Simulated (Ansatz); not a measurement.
# SnSe: a sublattice displacement scan

The task, for SnSe: measure how stiffly every Se atom is held.

Program: Ansatz 0.2.0. Level of theory: DFT LDA, scalar-relativistic, plane waves, PAW. These are calculated values, not measurements.

## (1) Starting point

It takes space group P4/nmm (No. 129, tetragonal). Conventional cell: a = 4.285 Å, b = 4.285 Å, c = 10.991 Å, α = 90.00°, β = 90.00°, γ = 90.00°. Sn (site symmetry 4mm) has 5 Se at 2.68 to 3.03 Å as nearest neighbours. Around Se (site symmetry 4mm) lie 5 Sn at 2.68 to 3.03 Å.

Coordinates:

```
CELL_PARAMETERS angstrom
4.28533 0.00000 0.00000
0.00000 4.28533 0.00000
0.00000 0.00000 10.99069
ATOMIC_POSITIONS crystal
Sn 0.50000 0.00000 0.37223
Sn 0.00000 0.50000 0.62777
Se 0.50000 0.00000 0.61604
Se 0.00000 0.50000 0.38396
```

It goes back to an entry of the Materials Project, which need not be the stable form.

No relaxation comes first: the listed cell is the starting point.

## (2) The reference cell

Reference values: F = -22526.7327 eV; pressure -1.41 GPa; largest force 0.244 eV/Å; gap on the mesh 1.47 eV. It was computed beforehand with the settings of the runs below.

## (3) Next: a sublattice displacement scan

Every Se atom is moved by x along the Cartesian unit vector (0.000, 0.000, -1.000); the cell and all other atoms stay fixed. Forces below are components along that vector, summed over the moved atoms.

## (4) At x = -0.100 Å

File input.yaml:

```yaml
crystal:
  lattice:
    - [4.2853274191, 0.0, 0.0]
    - [0.0, 4.2853274191, 0.0]
    - [0.0, 0.0, 10.99069213]
  atoms:
    - { symbol: Sn, position: [0.5, 0.0, 0.37222911] }
    - { symbol: Sn, position: [0.0, 0.5, 0.62777089] }
    - { symbol: Se, position: [0.5, 0.0, 0.6251380981] }
    - { symbol: Se, position: [0.0, 0.5, 0.3930591181] }
basis:
  ecutwfc: 420
kpoints:
  mp_grid: { grid: [6, 6, 4] }
hamiltonian:
  xc: lda
scf:
  occupations: { method: gaussian, width: 0.05 }
output:
  forces: true
  stress: true
  eigenvalues: true
```

Launch:

```sh
$ ansatz run input.yaml --threads 1 --pin off --max-ram 2560MiB --backend cpu --events-out ev --progress --plain --runs-dir out
```

Output, cut to the lines that bear on the results:

```text
Warning: RAYON_NUM_THREADS=1 ignored (pool sized by the plan → 1); use --threads N
[...]
Pseudopotentials: kind: paw
Pseudopotential: Sn, paw, valence charge 14, recommended cutoff 420 eV (normal), Sn.paw.azcp
Pseudopotential: Se, paw, valence charge 16, recommended cutoff 420 eV (normal), Se.paw.azcp
Functional definition: SPW92
[...]
Crystal: 4 atoms, lattice volume = 201.833 Å³
Basis set: ecut = 420 eV, 3933 PW (Γ)
Bands: 36, of which v1, the nominal top of the filled ones, is band 30 counted from 1 (29 counted from 0)
Symmetry: 8 space group operations
Space group: P4mm (ITA 99), of the structure as read, at distance tolerance 5.9e-5 Å
k-points: 30 of 144 (time reversal used)
[...]
SCF iter   1: F=—  HF=-22526.682133 eV  |F-HF|=—  |Δ(HF+E_count)|=         —  Δρ=4.06e-3  dr2=4.91e-2  ethr=1.77e-3  ⟨swp⟩=7.3  Hψ=4573  notcnv=0  defer=1
[...]
SCF iter   8: F=-22526.666310 eV  HF=-22526.666310 eV  |F-HF|=2.32e-9  |Δ(HF+E_count)|=   4.85e-8  Δρ=2.14e-6  dr2=8.95e-9  ethr=1.67e-10  ⟨swp⟩=8.8  Hψ=4648  notcnv=0
[...]
SCF converged after 8 iterations
Free energy (F): -22526.666310 eV
[...]
E sigma→0 (E₀):  -22526.666310 eV
Fermi energy:    2.940059 eV
[...]
--- Forces (eV/Å), atoms counted from 1 ---
  atom   1  Sn     0.00000000     0.00000000     0.79921268
  atom   2  Sn    -0.00000000     0.00000000     0.53801113
  atom   3  Se    -0.00000000     0.00000000    -0.60163610
  atom   4  Se     0.00000000     0.00000000    -0.73566059
[...]
--- Stress (GPa, compression-positive) ---
       -1.831472       0.000000       0.000000
        0.000000      -1.831472       0.000000
        0.000000       0.000000      -0.266664
  P = ⅓ Tr σ = -1.3099 GPa (-13.099 kbar)
--- Band table (eV; the first three rows and the last of 30) ---
[...]
```

It took 12 s on 1 thread of Intel Xeon Platinum 8488C (Sapphire Rapids), shared host; peak memory 0.52 GiB.

## (5) Point x = 0.075 Å

Edit input.yaml of step 4 so:

```diff
@@ -8,4 +8,4 @@
     - { symbol: Sn, position: [0.0, 0.5, 0.62777089] }
-    - { symbol: Se, position: [0.5, 0.0, 0.6251380981] }
-    - { symbol: Se, position: [0.0, 0.5, 0.3930591181] }
+    - { symbol: Se, position: [0.5, 0.0, 0.609215534] }
+    - { symbol: Se, position: [0.0, 0.5, 0.377136554] }
 basis:
```

Launch:

```sh
$ ansatz run input.yaml --threads 1 --pin off --max-ram 2560MiB --backend cpu --events-out ev --progress --plain --runs-dir out
```

Output, cut to the lines that bear on the results:

```text
[...]
SCF converged after 8 iterations
Free energy (F): -22526.695468 eV
[...]
E sigma→0 (E₀):  -22526.695468 eV
Fermi energy:    2.921602 eV
[...]
--- Forces (eV/Å), atoms counted from 1 ---
  atom   1  Sn     0.00000000     0.00000000    -0.31762649
  atom   2  Sn    -0.00000000     0.00000000    -0.67872985
  atom   3  Se     0.00000000     0.00000000     0.51745718
  atom   4  Se     0.00000000     0.00000000     0.47894593
[...]
--- Stress (GPa, compression-positive) ---
       -1.814829       0.000000       0.000000
        0.000000      -1.814829       0.000000
        0.000000       0.000000      -0.426626
  P = ⅓ Tr σ = -1.3521 GPa (-13.521 kbar)
--- Band table (eV; the first three rows and the last of 30) ---
[...]
```

It took 10 s on 1 thread of Intel Xeon Platinum 8488C (Sapphire Rapids), shared host; peak memory 0.51 GiB.

## (6) At x = -0.050 Å

Edit input.yaml of step 5 so:

```diff
@@ -8,4 +8,4 @@
     - { symbol: Sn, position: [0.0, 0.5, 0.62777089] }
-    - { symbol: Se, position: [0.5, 0.0, 0.609215534] }
-    - { symbol: Se, position: [0.0, 0.5, 0.377136554] }
+    - { symbol: Se, position: [0.5, 0.0, 0.620588794] }
+    - { symbol: Se, position: [0.0, 0.5, 0.388509814] }
 basis:
```

Launch:

```sh
$ ansatz run input.yaml --threads 1 --pin off --max-ram 2560MiB --backend cpu --events-out ev --progress --plain --runs-dir out
```

Output, cut to the lines that bear on the results:

```text
Warning: RAYON_NUM_THREADS=1 ignored (pool sized by the plan → 1); use --threads N
[...]
[... 4 set-up lines as earlier in the session ...]
[...]
Crystal: 4 atoms, lattice volume = 201.833 Å³
Basis set: ecut = 420 eV, 3933 PW (Γ)
Bands: 36, of which v1, the nominal top of the filled ones, is band 30 counted from 1 (29 counted from 0)
[... 2 set-up lines as earlier in the session ...]
k-points: 30 of 144 (time reversal used)
[...]
SCF iter   1: F=—  HF=-22526.729538 eV  |F-HF|=—  |Δ(HF+E_count)|=         —  Δρ=3.97e-3  dr2=3.42e-2  ethr=1.77e-3  ⟨swp⟩=7.2  Hψ=4531  notcnv=0
[...]
SCF iter   8: F=-22526.716179 eV  HF=-22526.716179 eV  |F-HF|=8.22e-10  |Δ(HF+E_count)|=   3.60e-8  Δρ=2.21e-6  dr2=8.18e-9  ethr=1.67e-10  ⟨swp⟩=10.0  Hψ=4856  notcnv=0
[...]
SCF converged after 8 iterations
Free energy (F): -22526.716179 eV
[...]
E sigma→0 (E₀):  -22526.716179 eV
Fermi energy:    2.916492 eV
[...]
--- Forces (eV/Å), atoms counted from 1 ---
  atom   1  Sn     0.00000000     0.00000000     0.54657476
  atom   2  Sn    -0.00000000     0.00000000     0.11451789
  atom   3  Se     0.00000000     0.00000000    -0.34510305
  atom   4  Se    -0.00000000     0.00000000    -0.31600890
[...]
--- Stress (GPa, compression-positive) ---
       -1.802963       0.000000       0.000000
        0.000000      -1.802963       0.000000
        0.000000       0.000000      -0.540298
  P = ⅓ Tr σ = -1.3821 GPa (-13.821 kbar)
--- Band table (eV; the first three rows and the last of 30) ---
[...]
```

It took 10 s on 1 thread of Intel Xeon Platinum 8488C (Sapphire Rapids), shared host; peak memory 0.52 GiB.

## (7) At x = 0.025 Å

Edit input.yaml of step 6 so:

```diff
@@ -8,4 +8,4 @@
     - { symbol: Sn, position: [0.0, 0.5, 0.62777089] }
-    - { symbol: Se, position: [0.5, 0.0, 0.620588794] }
-    - { symbol: Se, position: [0.0, 0.5, 0.388509814] }
+    - { symbol: Se, position: [0.5, 0.0, 0.613764838] }
+    - { symbol: Se, position: [0.0, 0.5, 0.381685858] }
 basis:
```

Launch:

```sh
$ ansatz run input.yaml --threads 1 --pin off --max-ram 2560MiB --backend cpu --events-out ev --progress --plain --runs-dir out
```

Output, cut to the lines that bear on the results:

```text
Warning: RAYON_NUM_THREADS=1 ignored (pool sized by the plan → 1); use --threads N
[...]
[... 4 set-up lines as earlier in the session ...]
[...]
Crystal: 4 atoms, lattice volume = 201.833 Å³
Basis set: ecut = 420 eV, 3933 PW (Γ)
Bands: 36, of which v1, the nominal top of the filled ones, is band 30 counted from 1 (29 counted from 0)
[... 2 set-up lines as earlier in the session ...]
k-points: 30 of 144 (time reversal used)
[...]
SCF iter   1: F=—  HF=-22526.741201 eV  |F-HF|=—  |Δ(HF+E_count)|=         —  Δρ=3.96e-3  dr2=3.05e-2  ethr=1.77e-3  ⟨swp⟩=7.2  Hψ=4535  notcnv=0
[...]
SCF iter   8: F=-22526.728557 eV  HF=-22526.728557 eV  |F-HF|=8.80e-9  |Δ(HF+E_count)|=   7.04e-8  Δρ=2.61e-6  dr2=1.33e-8  ethr=1.67e-10  ⟨swp⟩=10.0  Hψ=4693  notcnv=0
[...]
SCF converged after 8 iterations
Free energy (F): -22526.728557 eV
[...]
E sigma→0 (E₀):  -22526.728557 eV
Fermi energy:    2.913193 eV
[...]
--- Forces (eV/Å), atoms counted from 1 ---
  atom   1  Sn     0.00000000     0.00000000     0.07245594
  atom   2  Sn    -0.00000000     0.00000000    -0.40203578
  atom   3  Se    -0.00000000     0.00000000     0.13011030
  atom   4  Se     0.00000000     0.00000000     0.19945897
[...]
--- Stress (GPa, compression-positive) ---
       -1.795878       0.000000       0.000000
        0.000000      -1.795878       0.000000
        0.000000       0.000000      -0.608311
  P = ⅓ Tr σ = -1.4000 GPa (-14.000 kbar)
--- Band table (eV; the first three rows and the last of 30) ---
[...]
```

It took 10 s on 1 thread of Intel Xeon Platinum 8488C (Sapphire Rapids), shared host; peak memory 0.51 GiB.

## (8) Point x = 0.087 Å

Edit input.yaml of step 7 so:

```diff
@@ -8,4 +8,4 @@
     - { symbol: Sn, position: [0.0, 0.5, 0.62777089] }
-    - { symbol: Se, position: [0.5, 0.0, 0.613764838] }
-    - { symbol: Se, position: [0.0, 0.5, 0.381685858] }
+    - { symbol: Se, position: [0.5, 0.0, 0.6080782079] }
+    - { symbol: Se, position: [0.0, 0.5, 0.3759992279] }
 basis:
```

Launch:

```sh
$ ansatz run input.yaml --threads 1 --pin off --max-ram 2560MiB --backend cpu --events-out ev --progress --plain --runs-dir out
```

Output, cut to the lines that bear on the results:

```text
[...]
SCF converged after 8 iterations
Free energy (F): -22526.681954 eV
[...]
E sigma→0 (E₀):  -22526.681954 eV
Fermi energy:    2.928237 eV
[...]
--- Forces (eV/Å), atoms counted from 1 ---
  atom   1  Sn     0.00000000     0.00000000    -0.42558552
  atom   2  Sn    -0.00000000     0.00000000    -0.74038710
  atom   3  Se     0.00000000     0.00000000     0.62438805
  atom   4  Se     0.00000000     0.00000000     0.54164602
[...]
--- Stress (GPa, compression-positive) ---
       -1.822553       0.000000       0.000000
        0.000000      -1.822553       0.000000
        0.000000       0.000000      -0.352477
  P = ⅓ Tr σ = -1.3325 GPa (-13.325 kbar)
--- Band table (eV; the first three rows and the last of 30) ---
[...]
```

Run time: 9.9 s. Hardware: 1 thread of Intel Xeon Platinum 8488C (Sapphire Rapids), shared host; peak memory 0.51 GiB.

## (9) At x = 0.062 Å

Edit input.yaml of step 8 so:

```diff
@@ -8,4 +8,4 @@
     - { symbol: Sn, position: [0.0, 0.5, 0.62777089] }
-    - { symbol: Se, position: [0.5, 0.0, 0.6080782079] }
-    - { symbol: Se, position: [0.0, 0.5, 0.3759992279] }
+    - { symbol: Se, position: [0.5, 0.0, 0.61035286] }
+    - { symbol: Se, position: [0.0, 0.5, 0.37827388] }
 basis:
```

Launch:

```sh
$ ansatz run input.yaml --threads 1 --pin off --max-ram 2560MiB --backend cpu --events-out ev --progress --plain --runs-dir out
```

Output, cut to the lines that bear on the results:

```text
Warning: RAYON_NUM_THREADS=1 ignored (pool sized by the plan → 1); use --threads N
[...]
[... 4 set-up lines as earlier in the session ...]
[...]
Crystal: 4 atoms, lattice volume = 201.833 Å³
Basis set: ecut = 420 eV, 3933 PW (Γ)
Bands: 36, of which v1, the nominal top of the filled ones, is band 30 counted from 1 (29 counted from 0)
[... 2 set-up lines as earlier in the session ...]
k-points: 30 of 144 (time reversal used)
[...]
SCF iter   1: F=—  HF=-22526.720675 eV  |F-HF|=—  |Δ(HF+E_count)|=         —  Δρ=3.99e-3  dr2=3.71e-2  ethr=1.77e-3  ⟨swp⟩=7.3  Hψ=4561  notcnv=0  defer=1
[...]
SCF iter   8: F=-22526.706871 eV  HF=-22526.706871 eV  |F-HF|=2.13e-9  |Δ(HF+E_count)|=   8.28e-8  Δρ=1.96e-6  dr2=6.86e-9  ethr=1.67e-10  ⟨swp⟩=10.6  Hψ=4981  notcnv=0
[...]
SCF converged after 8 iterations
Free energy (F): -22526.706871 eV
[...]
E sigma→0 (E₀):  -22526.706871 eV
Fermi energy:    2.918852 eV
[...]
--- Forces (eV/Å), atoms counted from 1 ---
  atom   1  Sn     0.00000000     0.00000000    -0.21398300
  atom   2  Sn    -0.00000000     0.00000000    -0.61415361
  atom   3  Se    -0.00000000     0.00000000     0.41471341
  atom   4  Se     0.00000000     0.00000000     0.41345676
[...]
--- Stress (GPa, compression-positive) ---
       -1.808297       0.000000       0.000000
        0.000000      -1.808297       0.000000
        0.000000       0.000000      -0.489201
  P = ⅓ Tr σ = -1.3686 GPa (-13.686 kbar)
--- Band table (eV; the first three rows and the last of 30) ---
[...]
```

Run time: 11 s. Hardware: 1 thread of Intel Xeon Platinum 8488C (Sapphire Rapids), shared host; peak memory 0.51 GiB.

## (10) Point x = 0.037 Å

Edit input.yaml of step 9 so:

```diff
@@ -8,4 +8,4 @@
     - { symbol: Sn, position: [0.0, 0.5, 0.62777089] }
-    - { symbol: Se, position: [0.5, 0.0, 0.61035286] }
-    - { symbol: Se, position: [0.0, 0.5, 0.37827388] }
+    - { symbol: Se, position: [0.5, 0.0, 0.612627512] }
+    - { symbol: Se, position: [0.0, 0.5, 0.380548532] }
 basis:
@@ -22 +22,5 @@
   eigenvalues: true
+  write_density: true
+  write_potential: true
+  elf: true
+  volumetric_format: npy
```

Launch:

```sh
$ ansatz run input.yaml --threads 1 --pin off --max-ram 2560MiB --backend cpu --events-out ev --progress --plain --runs-dir out
```

Output, cut to the lines that bear on the results:

```text
Warning: RAYON_NUM_THREADS=1 ignored (pool sized by the plan → 1); use --threads N
[...]
[... 4 set-up lines as earlier in the session ...]
[...]
Crystal: 4 atoms, lattice volume = 201.833 Å³
Basis set: ecut = 420 eV, 3933 PW (Γ)
Bands: 36, of which v1, the nominal top of the filled ones, is band 30 counted from 1 (29 counted from 0)
[... 2 set-up lines as earlier in the session ...]
k-points: 30 of 144 (time reversal used)
[...]
SCF iter   1: F=—  HF=-22526.736308 eV  |F-HF|=—  |Δ(HF+E_count)|=         —  Δρ=3.97e-3  dr2=3.21e-2  ethr=1.77e-3  ⟨swp⟩=7.2  Hψ=4552  notcnv=0  defer=1
[...]
SCF iter   8: F=-22526.723404 eV  HF=-22526.723404 eV  |F-HF|=5.46e-10  |Δ(HF+E_count)|=   2.84e-8  Δρ=2.43e-6  dr2=9.72e-9  ethr=1.67e-10  ⟨swp⟩=14.5  Hψ=8570  notcnv=0
[...]
WARN: The output density's exchange-correlation potential varies sharply where the density is thin. Do not read a vacuum level from v_tot or v_xc, or from such a field of the output density. On a cell that repeats whose density bears no net charge and no dipole along the vacuum's axis use [...]
SCF converged after 8 iterations
Free energy (F): -22526.723404 eV
[...]
E sigma→0 (E₀):  -22526.723404 eV
Fermi energy:    2.914580 eV
[...]
--- Forces (eV/Å), atoms counted from 1 ---
  atom   1  Sn     0.00000000     0.00000000    -0.01909058
  atom   2  Sn     0.00000000     0.00000000    -0.47589463
  atom   3  Se     0.00000000     0.00000000     0.22119323
  atom   4  Se     0.00000000     0.00000000     0.27379507
[...]
--- Stress (GPa, compression-positive) ---
       -1.798807       0.000000       0.000000
        0.000000      -1.798807       0.000000
        0.000000       0.000000      -0.579965
  P = ⅓ Tr σ = -1.3925 GPa (-13.925 kbar)
--- Band table (eV; the first three rows and the last of 30) ---
[...]
```

Run time: 16 s. Hardware: 1 thread of Intel Xeon Platinum 8488C (Sapphire Rapids), shared host; peak memory 0.51 GiB.

Density in a lattice plane of the grid's cell (edges 4.29 and 10.99 Å, at 0.000 of the third edge), which holds Sn and Se.

Ten even steps from ' ' (0.00 e/Å³) to '@' (37.88 e/Å³):
```
                    
                    
                    
                    
                    
                    
          --        
        ::@@::      
                    
                    
                    
        ..::..      
        ..--..      
                    
                    
                    
                    
                    
                    
                    
```
Columns run along the first of these edges and rows up along the second, over one cell in 10 and 20 even steps from the bottom left corner. Atoms in the plane (fractional): Sn at (0.50, 0.37), Se at (0.50, 0.61).

ELF in the same plane.

Ten even steps from '0' (0.00) to '9' (0.82):
```
0000000000
0000000000
0000000000
0001232100
0014787410
0148999841
0279868972
0279515972
0158989851
0025777520
0012333210
0124101421
0134101431
0145545541
0037888730
0015898510
0001353100
0000010000
0000000000
0000000000
```
Columns run along the first of these edges and rows up along the second, over one cell in 10 and 20 even steps from the bottom left corner. Atoms in the plane (fractional): Sn at (0.50, 0.37), Se at (0.50, 0.61).

Both are smooth fields of the valence electrons: close to the nuclei they are not physical.

The highest ELF values outside the cores: 0.83 in the shell around Se, 0.9 Å from Se; 0.80 beside Sn, off the lines to its neighbours, 1.7 Å from Sn.

## (11) Point x = 0.013 Å

Edit input.yaml of step 10 so:

```diff
@@ -8,4 +8,4 @@
     - { symbol: Sn, position: [0.0, 0.5, 0.62777089] }
-    - { symbol: Se, position: [0.5, 0.0, 0.612627512] }
-    - { symbol: Se, position: [0.0, 0.5, 0.380548532] }
+    - { symbol: Se, position: [0.5, 0.0, 0.614902164] }
+    - { symbol: Se, position: [0.0, 0.5, 0.382823184] }
 basis:
@@ -22,5 +22 @@
   eigenvalues: true
-  write_density: true
-  write_potential: true
-  elf: true
-  volumetric_format: npy
```

Launch:

```sh
$ ansatz run input.yaml --threads 1 --pin off --max-ram 2560MiB --backend cpu --events-out ev --progress --plain --runs-dir out
```

Output, cut to the lines that bear on the results:

```text
[...]
SCF converged after 8 iterations
Free energy (F): -22526.731646 eV
[...]
E sigma→0 (E₀):  -22526.731646 eV
Fermi energy:    2.912297 eV
[...]
--- Forces (eV/Å), atoms counted from 1 ---
  atom   1  Sn     0.00000000     0.00000000     0.16022189
  atom   2  Sn    -0.00000000     0.00000000    -0.32487207
  atom   3  Se     0.00000000     0.00000000     0.04263552
  atom   4  Se    -0.00000000     0.00000000     0.12200157
[...]
--- Stress (GPa, compression-positive) ---
       -1.794107       0.000000       0.000000
        0.000000      -1.794107       0.000000
        0.000000       0.000000      -0.625271
  P = ⅓ Tr σ = -1.4045 GPa (-14.045 kbar)
--- Band table (eV; the first three rows and the last of 30) ---
[...]
```

It took 11 s on 1 thread of Intel Xeon Platinum 8488C (Sapphire Rapids), shared host; peak memory 0.51 GiB.

## (12) The scan collected

Collected from the runs (energy zero: the undisturbed cell):

```csv
x (Å),ΔE (meV/cell),force on the moved atoms (eV/Å),pressure (GPa),gap on the mesh (eV)
-0.100,66.4,1.337,-1.3,1.36
-0.050,16.5,0.661,-1.4,1.45
0.000,0.0,0.000,-1.4,1.47
0.013,1.0,-0.165,-1.4,1.47
0.025,4.1,-0.330,-1.4,1.46
0.037,9.3,-0.495,-1.4,1.46
0.062,25.8,-0.828,-1.4,1.44
0.075,37.2,-0.996,-1.4,1.42
0.087,50.7,-1.166,-1.3,1.40
```

Not run, since symmetry makes them alike: 0.100 repeats -0.100, -0.075 repeats 0.075, 0.050 repeats -0.050, -0.025 repeats 0.025. Energy, pressure and gap are the same there.

## (13) Results

| quantity | value |
| --- | --- |
| force constant along x, from the points at -0.050, 0 and 0.013 Å | 13.18 eV/Å² for the 2 moved atoms together |

What this shows: Near the site the force constant is 13.18 eV/Å² for the 2 atoms together, 6.59 on average. No sampled point lies below the undisturbed cell. The gap on the mesh stays between 1.36 and 1.47 eV. The cell holds empty space of several Å, a single layer or slab in vacuum, so volume, pressure and the long edge depend on that space.
